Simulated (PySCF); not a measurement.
# A gas-phase reaction: AlBrH4N2 + H2S → AlH5N2S + BrH

What reaction energy should one expect for `[NH2][Al]([NH2])[Br]` + `S` → `[NH2][Al]([NH2])[SH]` + `Br`?

Computed with PySCF 2.14.0; each step states its level. No surroundings beyond the atoms listed, unless a continuum is named. Atoms count from 0, parts from 1.

## Step 1: Starting point

Each species was relaxed by itself at PBE0-D3(BJ)/def2-SVPD.

## Step 2: Reaction energy: wB97M-D3(BJ)/def2-TZVPD

The job: settings as JSON, then the geometry in Å.

```
{"job": {"kind": "react", "xc": "wB97M-D3(BJ)", "basis": "def2-TZVPD"}, "charge": 0, "multiplicity": 1}
-1 AlBrH4N2 charge 0 multiplicity 1
N     -1.461140     0.447300    -0.481240
Al     0.055080     0.236970     0.407240
N      1.372450    -0.813380    -0.134560
Br     0.325850     1.370190     2.346240
H     -2.210720     1.051910    -0.173600
H     -1.701980    -0.004390    -1.353020
H      1.382720    -1.360140    -0.984870
H      2.237600    -0.931500     0.375060

-1 H2S charge 0 multiplicity 1
S     -0.000510     0.615380    -0.002940
H     -0.984080    -0.309260     0.004840
H      0.965610    -0.327520    -0.001210

+1 AlH5N2S charge 0 multiplicity 1
N     -0.712650    -0.675050     1.527520
Al     0.172880     0.029940     0.160080
N     -0.513130     0.085860    -1.478100
S      2.178680     0.841170     0.558270
H     -0.369220    -0.690170     2.478330
H     -1.624340    -1.109000     1.478780
H     -1.435600    -0.240460    -1.733700
H     -0.033050     0.440820    -2.293480
H      2.337320     1.316800    -0.697480

+1 BrH charge 0 multiplicity 1
Br     0.715000    -0.003510    -0.003730
H     -0.708690     0.006920     0.003360
```

With the program's defaults for keys left out, this is: wB97M-D3(BJ)/def2-TZVPD reaction energy of separated species, gas phase.

Started as:

```sh
> OMP_NUM_THREADS=1 python cluster_run.py task.json out
```

One launch serves the whole session: the jobs run in the order shown.

The program printed:

```text
species 1 (AlBrH4N2)
coarse grid: 33816 points
cycle   1  E = -2928.7090094921  dE = -8.676e-01  |g| = 5.664e-01  |ddm| = 2.343e+00
cycle   2  E = -2928.7303561137  dE = -2.135e-02  |g| = 5.158e-01  |ddm| = 7.598e-01
cycle   3  E = -2928.7800265011  dE = -4.967e-02  |g| = 4.923e-02  |ddm| = 3.243e-01
cycle   4  E = -2928.7807955794  dE = -7.691e-04  |g| = 1.559e-02  |ddm| = 5.523e-02
cycle   5  E = -2928.7808949935  dE = -9.941e-05  |g| = 4.232e-03  |ddm| = 2.139e-02
cycle   6  E = -2928.7809025788  dE = -7.585e-06  |g| = 1.411e-03  |ddm| = 8.030e-03
final grid: 68440 points
cycle   7  E = -2928.7807975050  dE = -7.074e-07  |g| = 1.011e-03  |ddm| = 4.803e-03
cycle   8  E = -2928.7807976339  dE = -1.290e-07  |g| = 7.957e-04  |ddm| = 1.492e-03
cycle   9  E = -2928.7807977250  dE = -9.108e-08  |g| = 8.683e-05  |ddm| = 5.441e-04
cycle  10  E = -2928.7807977301  dE = -5.076e-09  |g| = 6.188e-05  |ddm| = 1.687e-04
cycle  11  E = -2928.7807977314  dE = -1.302e-09  |g| = 1.007e-05  |ddm| = 1.207e-04
cycle  12  E = -2928.7807977314  dE = -1.819e-11  |g| = 1.845e-06  |ddm| = 1.100e-05
converged SCF energy = -2928.7807977314

species 2 (H2S)
coarse grid: 11264 points
cycle   1  E = -399.4336011571  dE = -1.424e-01  |g| = 1.945e-01  |ddm| = 1.016e+00
cycle   2  E = -399.4459452476  dE = -1.234e-02  |g| = 1.106e-01  |ddm| = 2.399e-01
cycle   3  E = -399.4491446192  dE = -3.199e-03  |g| = 1.578e-02  |ddm| = 9.278e-02
cycle   4  E = -399.4492189610  dE = -7.434e-05  |g| = 4.851e-03  |ddm| = 1.790e-02
cycle   5  E = -399.4492311982  dE = -1.224e-05  |g| = 9.336e-04  |ddm| = 7.536e-03
cycle   6  E = -399.4492319294  dE = -7.312e-07  |g| = 1.776e-04  |ddm| = 2.124e-03
final grid: 22496 points
cycle   7  E = -399.4492195935  dE = -2.325e-08  |g| = 1.134e-04  |ddm| = 6.097e-04
cycle   8  E = -399.4492195965  dE = -2.976e-09  |g| = 6.804e-05  |ddm| = 1.505e-04
cycle   9  E = -399.4492195972  dE = -7.693e-10  |g| = 8.743e-06  |ddm| = 5.993e-05
converged SCF energy = -399.4492195972

species 3 (AlH5N2S)
coarse grid: 35272 points
cycle   1  E = -753.3662315050  dE =  1.260e-01  |g| = 5.568e-01  |ddm| = 2.334e+00
cycle   2  E = -753.3912379548  dE = -2.501e-02  |g| = 5.289e-01  |ddm| = 7.629e-01
cycle   3  E = -753.4459276543  dE = -5.469e-02  |g| = 4.351e-02  |ddm| = 3.273e-01
cycle   4  E = -753.4466544693  dE = -7.268e-04  |g| = 2.142e-02  |ddm| = 6.790e-02
cycle   5  E = -753.4467987020  dE = -1.442e-04  |g| = 5.024e-03  |ddm| = 2.709e-02
cycle   6  E = -753.4468108755  dE = -1.217e-05  |g| = 9.347e-04  |ddm| = 9.895e-03
cycle   7  E = -753.4468115503  dE = -6.748e-07  |g| = 2.891e-04  |ddm| = 2.416e-03
final grid: 72480 points
cycle   8  E = -753.4467852230  dE = -9.598e-08  |g| = 2.360e-04  |ddm| = 3.404e-03
cycle   9  E = -753.4467852309  dE = -7.954e-09  |g| = 2.203e-04  |ddm| = 5.488e-04
cycle  10  E = -753.4467852404  dE = -9.469e-09  |g| = 2.890e-05  |ddm| = 1.616e-04
cycle  11  E = -753.4467852409  dE = -5.260e-10  |g| = 1.499e-05  |ddm| = 9.313e-05
converged SCF energy = -753.4467852409

species 4 (BrH)
coarse grid: 9808 points
cycle   1  E = -2574.7444818440  dE = -1.115e+00  |g| = 2.814e-01  |ddm| = 9.887e-01
cycle   2  E = -2574.7574488552  dE = -1.297e-02  |g| = 1.487e-01  |ddm| = 2.655e-01
cycle   3  E = -2574.7608846372  dE = -3.436e-03  |g| = 8.656e-03  |ddm| = 8.708e-02
cycle   4  E = -2574.7609220018  dE = -3.736e-05  |g| = 2.523e-03  |ddm| = 1.268e-02
cycle   5  E = -2574.7609264322  dE = -4.430e-06  |g| = 6.498e-04  |ddm| = 4.934e-03
final grid: 18448 points
cycle   6  E = -2574.7609111166  dE = -1.922e-07  |g| = 3.884e-04  |ddm| = 9.239e-04
cycle   7  E = -2574.7609111442  dE = -2.761e-08  |g| = 2.730e-04  |ddm| = 3.937e-04
cycle   8  E = -2574.7609111513  dE = -7.071e-09  |g| = 3.378e-05  |ddm| = 1.359e-04
cycle   9  E = -2574.7609111523  dE = -1.035e-09  |g| = 1.120e-05  |ddm| = 6.292e-05
cycle  10  E = -2574.7609111524  dE = -4.002e-11  |g| = 1.703e-06  |ddm| = 1.292e-05
converged SCF energy = -2574.7609111524

Reaction energy = 13.788 kcal/mol
```

Wall time 30 s (1 thread of Arm Neoverse V1, shared host); peak memory 0.77 GiB.

Species by species (with the dispersion term, which the log's SCF energies lack):

| ν | species | energy (Eh) | HOMO (eV) |
| --- | --- | --- | --- |
| -1 | [NH2][Al]([NH2])[Br] | -2928.78771 | -9.81 |
| -1 | S | -399.45056 | -9.89 |
| +1 | [NH2][Al]([NH2])[SH] | -753.45482 | -9.50 |
| +1 | Br | -2574.76148 | -11.15 |

## Step 3: Energies of the species: PBE0-D3(BJ)/def2-TZVPD

The job, as its differences from that of step 2:

```diff
@@ -1,2 +1,2 @@
-{"job": {"kind": "react", "xc": "wB97M-D3(BJ)", "basis": "def2-TZVPD"}, "charge": 0, "multiplicity": 1}
+{"job": {"kind": "react", "xc": "PBE0", "basis": "def2-TZVPD", "disp": "d3bj"}, "charge": 0, "multiplicity": 1}
 -1 AlBrH4N2 charge 0 multiplicity 1
```

With the program's defaults for keys left out, this is: PBE0-D3(BJ)/def2-TZVPD reaction energy of separated species, gas phase.

The program printed:

```text
species 1 (AlBrH4N2)
coarse grid: 33816 points
cycle   1  E = -2928.0778856454  dE = -8.594e-01  |g| = 6.778e-01  |ddm| = 2.471e+00
cycle   2  E = -2927.9781109707  dE =  9.977e-02  |g| = 9.394e-01  |ddm| = 1.016e+00
cycle   3  E = -2928.1669424888  dE = -1.888e-01  |g| = 8.041e-02  |ddm| = 5.983e-01
cycle   4  E = -2928.1683394750  dE = -1.397e-03  |g| = 1.379e-02  |ddm| = 7.161e-02
cycle   5  E = -2928.1683787008  dE = -3.923e-05  |g| = 8.874e-03  |ddm| = 2.041e-02
cycle   6  E = -2928.1683937410  dE = -1.504e-05  |g| = 6.055e-04  |ddm| = 8.620e-03
cycle   7  E = -2928.1683938411  dE = -1.001e-07  |g| = 1.749e-04  |ddm| = 7.427e-04
final grid: 68440 points
cycle   8  E = -2928.1683643408  dE = -6.581e-08  |g| = 1.557e-04  |ddm| = 5.227e-03
cycle   9  E = -2928.1683643405  dE =  2.647e-10  |g| = 1.525e-04  |ddm| = 4.676e-04
cycle  10  E = -2928.1683643468  dE = -6.242e-09  |g| = 2.600e-05  |ddm| = 1.536e-04
cycle  11  E = -2928.1683643469  dE = -1.119e-10  |g| = 6.274e-06  |ddm| = 2.186e-05
converged SCF energy = -2928.1683643469

species 2 (H2S)
coarse grid: 2864 points
cycle   1  E = -399.2518632678  dE = -9.250e-02  |g| = 1.630e-01  |ddm| = 1.023e+00
cycle   2  E = -399.2538574622  dE = -1.994e-03  |g| = 1.600e-01  |ddm| = 2.978e-01
cycle   3  E = -399.2614718032  dE = -7.614e-03  |g| = 1.497e-02  |ddm| = 1.477e-01
cycle   4  E = -399.2614864152  dE = -1.461e-05  |g| = 1.103e-03  |ddm| = 5.881e-03
cycle   5  E = -399.2614867956  dE = -3.804e-07  |g| = 6.136e-04  |ddm| = 1.717e-03
final grid: 22496 points
cycle   6  E = -399.2625174654  dE = -7.085e-06  |g| = 4.896e-03  |ddm| = 1.692e-02
cycle   7  E = -399.2625180980  dE = -6.326e-07  |g| = 3.960e-03  |ddm| = 6.698e-03
cycle   8  E = -399.2625210305  dE = -2.932e-06  |g| = 2.911e-04  |ddm| = 3.504e-03
cycle   9  E = -399.2625210582  dE = -2.777e-08  |g| = 3.582e-05  |ddm| = 2.357e-04
cycle  10  E = -399.2625210586  dE = -3.620e-10  |g| = 6.383e-06  |ddm| = 2.919e-05
converged SCF energy = -399.2625210586

species 3 (AlH5N2S)
coarse grid: 8472 points
cycle   1  E = -752.8576055163  dE =  1.489e-01  |g| = 6.659e-01  |ddm| = 2.442e+00
cycle   2  E = -752.7529689883  dE =  1.046e-01  |g| = 9.622e-01  |ddm| = 1.041e+00
cycle   3  E = -752.9557474605  dE = -2.028e-01  |g| = 6.513e-02  |ddm| = 5.890e-01
cycle   4  E = -752.9567253286  dE = -9.779e-04  |g| = 3.247e-02  |ddm| = 9.482e-02
cycle   5  E = -752.9569713497  dE = -2.460e-04  |g| = 3.698e-03  |ddm| = 3.308e-02
cycle   6  E = -752.9569741525  dE = -2.803e-06  |g| = 1.423e-03  |ddm| = 5.599e-03
final grid: 72480 points
cycle   7  E = -752.9501814022  dE = -2.763e-05  |g| = 8.728e-03  |ddm| = 5.081e-02
cycle   8  E = -752.9501660007  dE =  1.540e-05  |g| = 1.194e-02  |ddm| = 1.271e-02
cycle   9  E = -752.9501954141  dE = -2.941e-05  |g| = 9.620e-04  |ddm| = 7.434e-03
cycle  10  E = -752.9501955808  dE = -1.667e-07  |g| = 1.457e-04  |ddm| = 7.819e-04
cycle  11  E = -752.9501955861  dE = -5.283e-09  |g| = 4.958e-05  |ddm| = 2.021e-04
cycle  12  E = -752.9501955867  dE = -5.848e-10  |g| = 1.946e-05  |ddm| = 4.942e-05
converged SCF energy = -752.9501955867

species 4 (BrH)
coarse grid: 9808 points
cycle   1  E = -2574.4494536527  dE = -1.081e+00  |g| = 2.724e-01  |ddm| = 1.042e+00
cycle   2  E = -2574.4540919014  dE = -4.638e-03  |g| = 1.699e-01  |ddm| = 2.601e-01
cycle   3  E = -2574.4588662114  dE = -4.774e-03  |g| = 3.007e-02  |ddm| = 1.194e-01
cycle   4  E = -2574.4590976894  dE = -2.315e-04  |g| = 4.156e-03  |ddm| = 2.212e-02
cycle   5  E = -2574.4591016918  dE = -4.002e-06  |g| = 1.311e-03  |ddm| = 4.270e-03
final grid: 18448 points
cycle   6  E = -2574.4591028118  dE = -7.034e-08  |g| = 1.375e-03  |ddm| = 2.024e-03
cycle   7  E = -2574.4591028261  dE = -1.434e-08  |g| = 1.399e-03  |ddm| = 1.791e-03
cycle   8  E = -2574.4591030470  dE = -2.209e-07  |g| = 5.149e-05  |ddm| = 8.398e-04
cycle   9  E = -2574.4591030477  dE = -6.848e-10  |g| = 1.026e-05  |ddm| = 4.413e-05
converged SCF energy = -2574.4591030477

Reaction energy = 13.402 kcal/mol
```

It took 16 s on 1 thread of Arm Neoverse V1, shared host; peak memory 0.65 GiB.

Reaction energy at this level: 13.40 kcal/mol.

## Step 4: Comparing the runs

Energies in kcal/mol, with wall time:

| run | reaction | time |
| --- | --- | --- |
| wB97M-D3(BJ)/def2-TZVPD | 13.79 | 30 s |
| PBE0-D3(BJ)/def2-TZVPD | 13.40 | 16 s |

## Step 5: What came out

| quantity | value |
| --- | --- |
| reaction energy (wB97M-D3(BJ)/def2-TZVPD) | 13.79 kcal/mol |
| ΔH, ΔG at 298 K (xTB thermal terms) | +13.0, +12.5 kcal/mol |
| range of the reaction energy over the runs of this table | 13.40 to 13.79 kcal/mol |

In words: The reaction is endothermic by 13.0 kcal/mol in the gas phase; dispersion gives -0.22, and xTB itself gave 21.39 for the electronic energy (xTB energies and thermal terms come from the earlier relaxation of each species, not shown). No barrier was sought. The reaction energy runs from 13.40 (PBE0-D3(BJ)/def2-TZVPD) to 13.79 kcal/mol (wB97M-D3(BJ)/def2-TZVPD).
